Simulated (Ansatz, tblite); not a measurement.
# In(PF3)H3 (F3H3InP): a ladder of methods and basis sets

Aim: run the singlet of In(PF3)H3 (F3H3InP) at one geometry on many levels, and compare frontier levels, spin and run time.

The runs use Ansatz 0.2.0, Gaussian basis; as each input shows.

Plan: GFN1-xTB, GFN2-xTB, PBE-D4/def2-TZVP, r2SCAN-D4/def2-TZVP, LC-ωPBE/def2-TZVP, B2PLYP/def2-TZVP, PBE-QIDH/def2-TZVP, PBE-D4/def2-SVP, PBE0-D4/def2-SVP, CCSD(T)/def2-SVP, MP2/def2-TZVP.

4 further runs of the same task are left out: 4 set aside as unsound or not needed.

### 1 The relaxed structure

The singlet was relaxed beforehand with r2SCAN-D4/def2-SVP.

8 atoms, charge 0, spin multiplicity 1.

Bond lengths: F1–P5 1.588 Å, F2–P5 1.588 Å, F3–P5 1.588 Å, In4–P5 2.830 Å, In4–H6 1.732 Å, In4–H7 1.731 Å, In4–H8 1.731 Å. Angles: P5–In4–H6 92.3°, P5–In4–H7 92.3°, P5–In4–H8 92.8°, H6–In4–H7 119.8°, H6–In4–H8 119.8°, H7–In4–H8 119.9°, F1–P5–F2 98.9°, F1–P5–F3 98.9°, F1–P5–In4 119.0°, F2–P5–F3 98.9°, F2–P5–In4 118.3°, F3–P5–In4 118.7°.

In takes a core potential in the def2 sets. No spin-orbit coupling is included.

PBE0-D4/def2-TZVP was run before; its log isn't repeated, and its numbers join the tables.

### 2 GFN1-xTB

Tight binding, by tblite at 300 K electronic temperature and without a spin-polarisation term:

```python
tblite.interface.Calculator('GFN1-xTB', numbers, positions, charge=0, uhf=0).singlepoint()
```

Energy -581.3148 eV, HOMO -11.90 eV, LUMO -7.56 eV; 0.013 s.

### 3 GFN2-xTB

Tight binding, by tblite at 300 K electronic temperature and without a spin-polarisation term:

```python
tblite.interface.Calculator('GFN2-xTB', numbers, positions, charge=0, uhf=0).singlepoint()
```

Energy -532.1186 eV, HOMO -11.53 eV, LUMO -6.73 eV; 0.009 s.

### 4 PBE-D4/def2-TZVP

start.molden holds the orbitals of an earlier run on this state, given as this run's starting guess.

in.yaml

```yaml
crystal:
  periodic: [false, false, false]
  atoms:
    - {symbol: F, position_ang: [-1.430327, 0.114460, 1.894780]}
    - {symbol: F, position_ang: [0.717166, 1.215219, 1.899415]}
    - {symbol: F, position_ang: [0.595973, -1.193866, 1.960819]}
    - {symbol: In, position_ang: [0.034266, -0.039506, -1.672147]}
    - {symbol: P, position_ang: [-0.027050, 0.025365, 1.156326]}
    - {symbol: H, position_ang: [1.764835, -0.092922, -1.703658]}
    - {symbol: H, position_ang: [-0.781391, 1.482876, -1.794123]}
    - {symbol: H, position_ang: [-0.873472, -1.511627, -1.741412]}
basis:
  gaussian: {orbitals: def2-TZVP, initial_orbitals: start.molden}
hamiltonian: {xc: pbe, dispersion: d4}
scf: {omitted_lower_state_checks: [starts]}
output: {forces: true, orbitals: {seedname: orbitals}}
```

The run is started by

```
$ ansatz run in.yaml --threads 2 --pin off --events-out ev --progress --plain --max-ram 4352MiB
```

Log:

```text
Functional definition: PBE
  name "PBE"
  cite "Perdew, Burke & Ernzerhof, Phys. Rev. Lett. 77, 3865 (1996) doi:10.1103/PhysRevLett.77.3865"
  parent pbe
  parameter kappa = 0.804
  parameter beta = 0.06672455060314922
  exchange = pbe_x(kappa = kappa, mu = beta*pi^2/3)
  correlation = pbe_c(beta = beta)
these checks for a lower state are left out or cut short: starts
1258 factors; their error is unknown
mean field evaluation 1: about -22655.9769 eV, gradient 1.2e1 eV
mean field evaluation 2: about -22656.1515 eV, gradient 2.0e-1 eV
mean field evaluation 4: about -22656.1424 eV, gradient 3.2e-4 eV
mean field -22656.14244213 eV, -832.5978778633 hartree, gradient 2.5e-5 eV, S^2 0.000000; 0 other end points of the search recorded, 0 dependent functions left out
the calculation of the forces begins
reference -22656.14250064 eV, -832.5978800136 hartree; 33, 33 occupied and 165, 165 virtual orbitals, 1258 factors
Total energy: -22656.30877697 eV, -832.6039905559 hartree
Atom 0 at    -1.430327     0.114460     1.894780 Å, force     0.199593    -0.013861    -0.169886 eV/Å
Atom 1 at     0.717166     1.215219     1.899415 Å, force    -0.104797    -0.167441    -0.166851 eV/Å
Atom 2 at     0.595973    -1.193866     1.960819 Å, force    -0.085331     0.167239    -0.174719 eV/Å
Atom 3 at     0.034266    -0.039506    -1.672147 Å, force     0.003150     0.001521    -0.058234 eV/Å
Atom 4 at    -0.027050     0.025365     1.156326 Å, force    -0.008011     0.014045     0.562154 eV/Å
Atom 5 at     1.764835    -0.092922    -1.703658 Å, force     0.066367    -0.001677     0.005368 eV/Å
Atom 6 at    -0.781391     1.482876    -1.794123 Å, force    -0.032251     0.060865    -0.000837 eV/Å
Atom 7 at    -0.873472    -1.511627    -1.741412 Å, force    -0.038720    -0.060691     0.003005 eV/Å
Dipole moment:    -0.004659     0.002448     0.148372 e Å
Checks for a lower state left out: starts
```

It took 3.5 s on 2 threads of Intel Xeon Platinum 8259CL at 2.50GHz, shared host.

HOMO -6.99 eV, LUMO -2.10 eV.

### 5 r2SCAN-D4/def2-TZVP

in.yaml: that of step 4 with these lines changed.

```diff
@@ -13,4 +13,4 @@
   gaussian: {orbitals: def2-TZVP, initial_orbitals: start.molden}
-hamiltonian: {xc: pbe, dispersion: d4}
+hamiltonian: {xc: r2scan, dispersion: d4}
 scf: {omitted_lower_state_checks: [starts]}
-output: {forces: true, orbitals: {seedname: orbitals}}
+output: {orbitals: {seedname: orbitals}}
```

Launched as before.

Log:

```text
Functional definition: r2SCAN
  name "r2SCAN"
  cite "Furness, Kaplan, Ning, Perdew & Sun, J. Phys. Chem. Lett. 11, 8208 (2020) doi:10.1021/acs.jpclett.0c02405"
  cite "Furness, Kaplan, Ning, Perdew & Sun, J. Phys. Chem. Lett. 11, 9248 (2020) doi:10.1021/acs.jpclett.0c03077"
  parent r2scan
  parameter k0 = 0.174
  parameter k1 = 0.065
  parameter a1 = 4.9479
  exchange = r2scan_x(k0 = k0, k1 = k1, a1 = a1)
  correlation = r2scan_c
these checks for a lower state are left out or cut short: starts
1258 factors; their error is unknown
mean field evaluation 1: about -22666.0733 eV, gradient 7.1e0 eV
mean field evaluation 2: about -22666.1190 eV, gradient 6.5e-2 eV
mean field evaluation 4: about -22666.1108 eV, gradient 1.0e-4 eV
mean field -22666.11076093 eV, -832.9642068226 hartree, gradient 1.8e-5 eV, S^2 0.000000; 0 other end points of the search recorded, 0 dependent functions left out
reference -22666.11077843 eV, -832.9642074657 hartree; 33, 33 occupied and 165, 165 virtual orbitals, 1258 factors
Total energy: -22666.15067718 eV, -832.9656737178 hartree
Checks for a lower state left out: starts
```

Wall time 4.8 s (2 threads of Intel Xeon Platinum 8259CL at 2.50GHz, shared host).

Report: HOMO -7.28 eV, LUMO -1.90 eV.

### 6 LC-ωPBE/def2-TZVP

in.yaml: that of step 5 with these lines changed.

```diff
@@ -13,3 +13,3 @@
   gaussian: {orbitals: def2-TZVP, initial_orbitals: start.molden}
-hamiltonian: {xc: r2scan, dispersion: d4}
+hamiltonian: {xc: {name: LC-wPBE}}
 scf: {omitted_lower_state_checks: [starts]}
```

Same command.

Log:

```text
Functional definition: LC-wPBE
  name "LC-wPBE"
  cite "Vydrov & Scuseria, J. Chem. Phys. 125, 234109 (2006) doi:10.1063/1.2409292"
  cite "Heyd & Scuseria, J. Chem. Phys. 120, 7274 (2004) doi:10.1063/1.1668634"
  cite "Ernzerhof & Perdew, J. Chem. Phys. 109, 3313 (1998) doi:10.1063/1.476928"
  cite "Perdew, Burke & Ernzerhof, Phys. Rev. Lett. 77, 3865 (1996) doi:10.1103/PhysRevLett.77.3865"
  parent pbe
  parameter omega = 0.4/bohr
  exchange = pbe_x_sr(omega) + exact_x_lr(omega)
  correlation = pbe_c
these checks for a lower state are left out or cut short: starts
1258 factors; their error is unknown
400 factors; integrals over basis functions are off by at most 1.6e-5 eV
mean field evaluation 1: about -22661.7889 eV, gradient 1.2e1 eV
mean field evaluation 2: about -22661.9287 eV, gradient 1.9e-1 eV
mean field evaluation 4: about -22661.9208 eV, gradient 4.5e-4 eV
mean field -22661.92081338 eV, -832.8102290902 hartree, gradient 1.1e-5 eV, S^2 0.000000; 0 other end points of the search recorded, 0 dependent functions left out
reference -22661.92081339 eV, -832.8102290905 hartree; 33, 33 occupied and 165, 165 virtual orbitals, 1258 factors
Total energy: -22661.92081339 eV, -832.8102290905 hartree
Checks for a lower state left out: starts
```

Wall time 4 s (2 threads of Intel Xeon Platinum 8259CL at 2.50GHz, shared host).

Report: HOMO -10.88 eV, LUMO 1.02 eV.

### 7 B2PLYP/def2-TZVP

in.yaml: that of step 6 with these lines changed.

```diff
@@ -13,4 +13,3 @@
   gaussian: {orbitals: def2-TZVP, initial_orbitals: start.molden}
-hamiltonian: {xc: {name: LC-wPBE}}
+hamiltonian: {xc: {name: B2PLYP}}
 scf: {omitted_lower_state_checks: [starts]}
-output: {orbitals: {seedname: orbitals}}
```

Same command.

Log:

```text
Functional definition: B2PLYP
  name "B2PLYP"
  cite "Grimme, J. Chem. Phys. 124, 034108 (2006) doi:10.1063/1.2148954"
  cite "Becke, Phys. Rev. A 38, 3098 (1988) doi:10.1103/PhysRevA.38.3098"
  cite "Lee, Yang & Parr, Phys. Rev. B 37, 785 (1988) doi:10.1103/PhysRevB.37.785"
  parameter a = 0.53
  parameter c = 0.27
  exchange = (1 - a)*b88_x + a*exact_x
  correlation = (1 - c)*lyp_c + c*(mp2_os + mp2_ss)
these checks for a lower state are left out or cut short: starts
1474 factors; integrals over basis functions are off by at most 1.3e-3 eV
mean field evaluation 1: about -22643.4446 eV, gradient 1.2e1 eV
mean field evaluation 2: about -22643.6443 eV, gradient 2.9e-1 eV
mean field evaluation 4: about -22644.0553 eV, gradient 4.4e-3 eV
mean field evaluation 8: about -22644.0554 eV, gradient 2.0e-6 eV
mean field -22644.05538135 eV, -832.1536865725 hartree, gradient 5.6e-6 eV, S^2 0.000000; 0 other end points of the search recorded, 0 dependent functions left out
12 core orbitals not correlated: weight in the atoms' cores, before any rotation towards them, 1.000 or more for the frozen orbitals, at most 0.000 for the correlated occupied ones
reference -22644.05556493 eV, -832.1536933192 hartree; 21, 21 occupied and 165, 165 virtual orbitals, 1474 factors
second order -38.87776499 eV of doubles, -0.00000000 eV of singles
Total energy: -22654.55256148 eV, -832.5394508272 hartree
Checks for a lower state left out: starts
```

Wall time 8.5 s (2 threads of Intel Xeon Platinum 8259CL at 2.50GHz, shared host).

### 8 PBE-QIDH/def2-TZVP

in.yaml: that of step 7 with these lines changed.

```diff
@@ -13,3 +13,3 @@
   gaussian: {orbitals: def2-TZVP, initial_orbitals: start.molden}
-hamiltonian: {xc: {name: B2PLYP}}
+hamiltonian: {xc: {name: PBE-QIDH}}
 scf: {omitted_lower_state_checks: [starts]}
```

Launched as before.

Log:

```text
Functional definition: PBE-QIDH
  name "PBE-QIDH"
  cite "Brémond, Sancho-García, Pérez-Jiménez & Adamo, J. Chem. Phys. 141, 031101 (2014) doi:10.1063/1.4890314"
  cite "Perdew, Burke & Ernzerhof, Phys. Rev. Lett. 77, 3865 (1996) doi:10.1103/PhysRevLett.77.3865"
  parameter a = 3^(-1/3)
  parameter c = 1/3
  exchange = (1 - a)*pbe_x + a*exact_x
  correlation = (1 - c)*pbe_c + c*(mp2_os + mp2_ss)
these checks for a lower state are left out or cut short: starts
1474 factors; integrals over basis functions are off by at most 1.3e-3 eV
mean field evaluation 1: about -22635.0623 eV, gradient 2.1e1 eV
mean field evaluation 2: about -22635.5325 eV, gradient 6.0e-1 eV
mean field evaluation 4: about -22635.7138 eV, gradient 3.7e-3 eV
mean field evaluation 8: about -22635.7138 eV, gradient 1.8e-6 eV
mean field -22635.71384369 eV, -831.8471407176 hartree, gradient 2.6e-6 eV, S^2 0.000000; 0 other end points of the search recorded, 0 dependent functions left out
12 core orbitals not correlated: weight in the atoms' cores, before any rotation towards them, 1.000 or more for the frozen orbitals, at most 0.000 for the correlated occupied ones
reference -22635.71386012 eV, -831.8471413215 hartree; 21, 21 occupied and 165, 165 virtual orbitals, 1474 factors
second order -36.28050527 eV of doubles, -0.00000000 eV of singles
Total energy: -22647.80736188 eV, -832.2915693138 hartree
Checks for a lower state left out: starts
```

Wall time 8.5 s (2 threads of Intel Xeon Platinum 8259CL at 2.50GHz, shared host).

### 9 PBE-D4/def2-SVP

in.yaml: that of step 8 with these lines changed.

```diff
@@ -12,4 +12,5 @@
 basis:
-  gaussian: {orbitals: def2-TZVP, initial_orbitals: start.molden}
-hamiltonian: {xc: {name: PBE-QIDH}}
+  gaussian: {orbitals: def2-SVP, initial_orbitals: start.molden}
+hamiltonian: {xc: pbe, dispersion: d4}
 scf: {omitted_lower_state_checks: [starts]}
+output: {orbitals: {seedname: orbitals}}
```

Launched as before.

Log:

```text
Functional definition: PBE
  name "PBE"
  cite "Perdew, Burke & Ernzerhof, Phys. Rev. Lett. 77, 3865 (1996) doi:10.1103/PhysRevLett.77.3865"
  parent pbe
  parameter kappa = 0.804
  parameter beta = 0.06672455060314922
  exchange = pbe_x(kappa = kappa, mu = beta*pi^2/3)
  correlation = pbe_c(beta = beta)
these checks for a lower state are left out or cut short: starts
1141 factors; their error is unknown
mean field evaluation 1: about -22641.1972 eV, gradient 3.1e1 eV
mean field evaluation 2: about -22641.7262 eV, gradient 6.5e-1 eV
mean field evaluation 4: about -22641.6938 eV, gradient 6.6e-2 eV
mean field -22641.69378356 eV, -832.0668994544 hartree, gradient 2.2e-5 eV, S^2 0.000000; 0 other end points of the search recorded, 0 dependent functions left out
reference -22641.69382907 eV, -832.0669011269 hartree; 33, 33 occupied and 68, 68 virtual orbitals, 1141 factors
Total energy: -22641.86010540 eV, -832.0730116693 hartree
Checks for a lower state left out: starts
```

It took 1.4 s on 2 threads of Intel Xeon Platinum 8259CL at 2.50GHz, shared host.

From the report: HOMO -6.92 eV, LUMO -1.71 eV.

### 10 PBE0-D4/def2-SVP

in.yaml: that of step 9 with these lines changed.

```diff
@@ -13,3 +13,3 @@
   gaussian: {orbitals: def2-SVP, initial_orbitals: start.molden}
-hamiltonian: {xc: pbe, dispersion: d4}
+hamiltonian: {xc: pbe0, dispersion: d4}
 scf: {omitted_lower_state_checks: [starts]}
```

The command is unchanged.

Log:

```text
Functional definition: PBE0
  name "PBE0"
  cite "Adamo & Barone, J. Chem. Phys. 110, 6158 (1999) doi:10.1063/1.478522"
  cite "Perdew, Burke & Ernzerhof, Phys. Rev. Lett. 77, 3865 (1996) doi:10.1103/PhysRevLett.77.3865"
  parent pbe
  parameter a = 0.25
  parameter kappa = 0.804
  parameter beta = 0.06672455060314922
  exchange = (1 - a)*pbe_x(kappa = kappa, mu = beta*pi^2/3) + a*exact_x
  correlation = pbe_c(beta = beta)
these checks for a lower state are left out or cut short: starts
1035 factors; integrals over basis functions are off by at most 5.4e-4 eV
mean field evaluation 1: about -22641.9447 eV, gradient 3.0e1 eV
mean field evaluation 2: about -22642.3189 eV, gradient 4.2e-1 eV
mean field evaluation 4: about -22642.3890 eV, gradient 7.8e-4 eV
mean field -22642.38899756 eV, -832.0924480977 hartree, gradient 1.1e-5 eV, S^2 0.000000; 0 other end points of the search recorded, 0 dependent functions left out
reference -22642.38903107 eV, -832.0924493294 hartree; 33, 33 occupied and 68, 68 virtual orbitals, 1035 factors
Total energy: -22642.53134174 eV, -832.0976791498 hartree
Checks for a lower state left out: starts
```

Wall time 2.2 s (2 threads of Intel Xeon Platinum 8259CL at 2.50GHz, shared host).

Report: HOMO -8.15 eV, LUMO -0.86 eV.

### 11 CCSD(T)/def2-SVP

in.yaml: that of step 10 with these lines changed.

```diff
@@ -13,3 +13,3 @@
   gaussian: {orbitals: def2-SVP, initial_orbitals: start.molden}
-hamiltonian: {xc: pbe0, dispersion: d4}
+correlation: {method: ccsd_t}
 scf: {omitted_lower_state_checks: [starts]}
```

The command is unchanged.

Log:

```text
Functional definition: HF
  name "HF"
  cite "Fock, Z. Phys. 61, 126 (1930) doi:10.1007/BF01340294"
  parent pbe
  exchange = exact_x
  correlation = 0
these checks for a lower state are left out or cut short: starts
1035 factors; integrals over basis functions are off by at most 5.4e-4 eV
mean field evaluation 1: about -22575.5586 eV, gradient 3.7e1 eV
mean field evaluation 2: about -22576.7959 eV, gradient 1.6e0 eV
mean field evaluation 4: about -22576.8875 eV, gradient 4.6e-1 eV
mean field evaluation 8: about -22576.8879 eV, gradient 4.3e-5 eV
mean field -22576.88793746 eV, -829.6853285373 hartree, gradient 2.7e-6 eV, S^2 0.000000; 0 other end points of the search recorded, 0 dependent functions left out
12 core orbitals not correlated: weight in the atoms' cores, before any rotation towards them, 1.000 or more for the frozen orbitals, at most 0.000 for the correlated occupied ones
reference -22576.88793746 eV, -829.6853285373 hartree; 21, 21 occupied and 68, 68 virtual orbitals, 1035 factors
second order -21.14718155 eV of doubles, -0.00000000 eV of singles
cycle   1  -21.35674283 eV  change   -2.1e-1 eV  update   1.2e-1
cycle   2  -21.92124837 eV  change   -5.6e-1 eV  update   3.6e-2
cycle   3  -22.07074841 eV  change   -1.5e-1 eV  update   1.9e-2
cycle   4  -22.06181366 eV  change    8.9e-3 eV  update   4.0e-3
cycle   5  -22.05935448 eV  change    2.5e-3 eV  update   1.7e-3
cycle   6  -22.05989739 eV  change   -5.4e-4 eV  update   4.3e-4
cycle   7  -22.05967159 eV  change    2.3e-4 eV  update   1.5e-4
cycle   8  -22.05956926 eV  change    1.0e-4 eV  update   4.5e-5
cycle   9  -22.05959365 eV  change   -2.4e-5 eV  update   1.6e-5
perturbative correction -0.44628849 eV, -0.0164007993 hartree
Total energy: -22599.39381960 eV, -830.5124044509 hartree
Checks for a lower state left out: starts
```

Run time: 11 s. Hardware: 2 threads of Intel Xeon Platinum 8259CL at 2.50GHz, shared host.

From the report: Hartree-Fock HOMO -11.10 eV, LUMO 1.75 eV; T1 0.012.

### 12 MP2/def2-TZVP

in.yaml: that of step 11 with these lines changed.

```diff
@@ -12,4 +12,4 @@
 basis:
-  gaussian: {orbitals: def2-SVP, initial_orbitals: start.molden}
-correlation: {method: ccsd_t}
+  gaussian: {orbitals: def2-TZVP, initial_orbitals: start.molden}
+correlation: {method: mp2}
 scf: {omitted_lower_state_checks: [starts]}
```

The command is unchanged.

Log:

```text
Functional definition: HF
  name "HF"
  cite "Fock, Z. Phys. 61, 126 (1930) doi:10.1007/BF01340294"
  parent pbe
  exchange = exact_x
  correlation = 0
these checks for a lower state are left out or cut short: starts
1474 factors; integrals over basis functions are off by at most 1.3e-3 eV
mean field evaluation 1: about -22590.0770 eV, gradient 3.4e1 eV
mean field evaluation 2: about -22591.3265 eV, gradient 1.5e0 eV
mean field evaluation 4: about -22591.6018 eV, gradient 1.7e-2 eV
mean field evaluation 8: about -22591.6018 eV, gradient 1.1e-6 eV
mean field -22591.60183533 eV, -830.2260543106 hartree, gradient 4.9e-6 eV, S^2 0.000000; 0 other end points of the search recorded, 0 dependent functions left out
12 core orbitals not correlated: weight in the atoms' cores, before any rotation towards them, 1.000 or more for the frozen orbitals, at most 0.000 for the correlated occupied ones
reference -22591.60183533 eV, -830.2260543106 hartree; 21, 21 occupied and 165, 165 virtual orbitals, 1474 factors
second order -32.47616939 eV of doubles, -0.00000000 eV of singles
Total energy: -22624.07800472 eV, -831.4195315226 hartree
Checks for a lower state left out: starts
```

Wall time 5.5 s (2 threads of Intel Xeon Platinum 8259CL at 2.50GHz, shared host).

Hartree-Fock HOMO -11.06 eV, LUMO 1.48 eV.

### 13 Levels side by side

| level | functions | HOMO (eV) | LUMO (eV) | gap (eV) | time |
| --- | --- | --- | --- | --- | --- |
| PBE-D4/def2-SVP | 101 | -6.92 | -1.71 | 5.21 | 1.4 s |
| PBE-D4/def2-TZVP | 198 | -6.99 | -2.10 | 4.90 | 3.5 s |
| r2SCAN-D4/def2-TZVP | 198 | -7.28 | -1.90 | 5.38 | 4.8 s |
| PBE0-D4/def2-SVP | 101 | -8.15 | -0.86 | 7.29 | 2.2 s |
| PBE0-D4/def2-TZVP | 198 | -8.18 | -1.19 | 6.99 | 4.3 s |
| LC-ωPBE/def2-TZVP | 198 | -10.88 | 1.02 | 11.91 | 4 s |

Energy pieces by basis (eV):

| basis | HF | MP2 correlation | CCSD correlation | (T) | total |
| --- | --- | --- | --- | --- | --- |
| def2-SVP | -22576.8879 | -21.1472 | -22.0596 | -0.4463 | -22599.3938 |
| def2-TZVP | -22591.6018 | -32.4762 |  |  | -22624.0780 (MP2) |

The correlation energy is far from converged in these sets, so it jumps between bases; where outer-core shells are correlated, the sets cover them unevenly.

### 14 Binding energy

Free atoms were run apart at each level; binding is atoms less cluster, divided by the number of atoms, without zero-point or spin-orbit terms.

Differences are taken before rounding.

| method | binding an atom (eV) | from CCSD(T)/def2-SVP (eV) | time |
| --- | --- | --- | --- |
| HF/def2-SVP | 1.808 | -0.780 |  |
| HF/def2-TZVP | 1.943 | -0.645 |  |
| PBE-D4/def2-SVP | 2.918 | +0.330 | 1.4 s |
| PBE-D4/def2-TZVP | 2.985 | +0.396 | 3.5 s |
| r2SCAN-D4/def2-TZVP | 2.937 | +0.349 | 4.8 s |
| PBE0-D4/def2-SVP | 2.784 | +0.196 | 2.2 s |
| PBE0-D4/def2-TZVP | 2.875 | +0.287 | 4.3 s |
| LC-ωPBE/def2-TZVP | 2.927 | +0.339 | 4 s |
| MP2/def2-SVP | 2.661 | +0.072 |  |
| MP2/def2-TZVP | 2.863 | +0.274 | 5.5 s |
| CCSD/def2-SVP | 2.552 | -0.037 |  |
| CCSD(T)/def2-SVP | 2.588 | 0 | 11 s |

Among the levels timed on like hardware and quicker than the yardstick, those that no quicker one beats, quickest first: PBE-D4/def2-SVP (1.4 s, +0.330 eV); PBE0-D4/def2-SVP (2.2 s, +0.196 eV).

### 15 Outcome

| quantity | value |
| --- | --- |
| gap in def2-TZVP, named functionals, smallest and largest | 4.90 eV (PBE-D4), 11.91 eV (LC-ωPBE) |
| correlation energy, CCSD(T)/def2-SVP | -22.51 eV |
| correlation energy, MP2/def2-TZVP | -32.48 eV |
| binding an atom, CCSD(T)/def2-SVP | 2.588 eV |
| PBE0 total energy, smallest basis above largest | 14.38 eV (def2-SVP, def2-TZVP) |

Over the named functionals in def2-TZVP the gap runs from 4.90 eV (PBE-D4) to 11.91 eV (LC-ωPBE); exact exchange widens it. The functionals in def2-TZVP miss CCSD(T)/def2-SVP by +0.287 (PBE0-D4) to +0.396 eV (PBE-D4) an atom. The yardstick is in a double-zeta basis, so levels in larger sets aren't compared like for like. CCSD(T)/def2-SVP isn't at the basis-set limit; small misses against it rank nothing.

PBE0-D4/def2-SVP reaches 0.196 eV from the reference in 2.2 s, where CCSD(T)/def2-SVP took 11 s; the quickest level in the cost chart, PBE-D4/def2-SVP, takes 1.4 s and misses by 0.330 eV. The slowest run with a step of its own, CCSD(T)/def2-SVP, took 11 s; the quickest functional in def2-TZVP took 3.5 s (shared host).
